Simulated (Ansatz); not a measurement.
Consider an atomisation energy of C2H2S2, SMILES C#CSS (the Ansatz DFT code, driven from Python).

`c2h2s2.py`:
```python
"""Energy to split C2H2S2 into its atoms."""

from collections import Counter

import ansatz as az


def energy(molecule, charge=0, unpaired=0):
    calc = molecule.calculation().basis(gaussian="def2-TZVP").functional("pbe0")
    if charge:
        calc = calc.charge(charge)
    if unpaired:
        calc = calc.spin("collinear", total=unpaired)
    report = calc.run(threads=1, pin="off").report
    if report["published_state_doubts"]:
        print("  doubts:", report["published_state_doubts"])
    return report["free_energy_ev"]

GEOMETRY = """
C     1.69060    0.50460   -0.01000
C     0.74040   -0.17920    0.30460
S    -0.54890   -1.20000    0.75860
S    -1.84220   -0.74160   -0.66080
H     2.44190    1.18420   -0.33180
H    -2.43970    0.36800   -0.10680
"""

c2h2s2 = az.Crystal.molecule()
for line in GEOMETRY.strip().splitlines():
    symbol, *xyz = line.split()
    c2h2s2 = c2h2s2.atom(symbol, [float(v) for v in xyz])

# unpaired electrons of the ground-state atoms
unpaired = {"C": 2, "S": 2, "H": 1}
counts = Counter(site.symbol for site in c2h2s2.cartesian_sites)
atom_energy = {s: energy(az.Crystal.molecule().atom(s, (0, 0, 0)), 0, unpaired[s]) for s in counts}
whole = energy(c2h2s2, 0, 0)
for s, e in atom_energy.items():
    print(f"{s:2s} x{counts[s]}  {e:14.5f} eV")
print(f"C2H2S2: {whole:.5f} eV")
split = sum(counts[s] * e for s, e in atom_energy.items()) - whole
print(f"atomisation energy (no zero-point term): {split:.3f} eV, {split / sum(counts.values()):.3f} eV an atom")
```

What does it cost to take this molecule apart into atoms?

22.783 eV from the electronic energies, without the zero-point term.

What the script printed:

```console
$ python c2h2s2.py
C  x2     -1028.73662 eV
S  x2    -10829.41622 eV
H  x2       -13.63389 eV
C2H2S2: -23766.35659 eV
atomisation energy (no zero-point term): 22.783 eV, 3.797 eV an atom
```

Reading the output:
- Total energies depend on the basis set; only differences at equal settings carry meaning.
- The geometry is a force-field or estimated start, not a minimum of this method, and the basis set is short of its limit. All parts are taken at fixed geometry, without zero-point energy.
- Wall time of the script: 4.6 s on 1 thread of Arm Neoverse V1, with other jobs on the host, peak memory 0.33 GiB.

(Lines on the test bed's own set-up are left out of the output.)
